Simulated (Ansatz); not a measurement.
The system is Ta3Cu.

```
Ta Cu
1.0
    -2.00651    2.00651    4.20817
     2.00651   -2.00651    4.20817
     2.00651    2.00651   -4.20817
Ta Cu
3 1
Direct
  0.50000 0.50000 0.00000
  0.25000 0.75000 0.50000
  0.75000 0.25000 0.50000
  0.00000 0.00000 0.00000
```

The cell comes from a database or a generator and needn't be the stable form of this composition.

```yaml
Program: Ansatz 0.2.0
Task: relaxation of cell and atoms
Functional: r2SCAN
Potentials_or_basis: Ansatz PAW
Cutoff: "500 eV (not typed: the program's choice for these potentials)"
k_mesh: 9 × 9 × 9
Occupations: fermi-dirac, width 0.05 eV
Spin: no spin polarisation
```

At the start: volume 16.94 Å³/atom.

Q: Where does the relaxation end?

A: It ends after 5 steps and the volume is 16.69 Å³/atom (-1.5 %); space group I4/mmm (No. 139, to 0.05 Å).

The path:
```
step  energy change (eV)  largest force (eV/Å)  volume (Å³)
   1              0.0000                0.0000        67.77
   2             -0.0095                0.0000        66.82
   3             -0.0096                0.0000        66.77
   4             -0.0096                0.0000        66.77
   5             -0.0092                0.0000        66.77
```

Final structure:
```cif
data_structure
_symmetry_space_group_name_H-M 'P 1'
_symmetry_Int_Tables_number 1
_cell_length_a 5.0588
_cell_length_b 5.0588
_cell_length_c 5.0588
_cell_angle_alpha 133.582
_cell_angle_beta 133.582
_cell_angle_gamma 67.741
_cell_volume 66.77
loop_
_atom_site_label
_atom_site_type_symbol
_atom_site_fract_x
_atom_site_fract_y
_atom_site_fract_z
_atom_site_occupancy
Ta1 Ta 0.50000 0.50000 0.00000 1
Ta2 Ta 0.25000 0.75000 0.50000 1
Ta3 Ta 0.75000 0.25000 0.50000 1
Cu1 Cu 0.00000 0.00000 0.00000 1
```

Caveat: the plane-wave basis is chosen anew once the cell has moved, so the energies of steps on either side of that aren't comparable; the PAW data sets come from PBE, with cores solved anew for the run's functional, which leaves a small shift of forces and pressure.
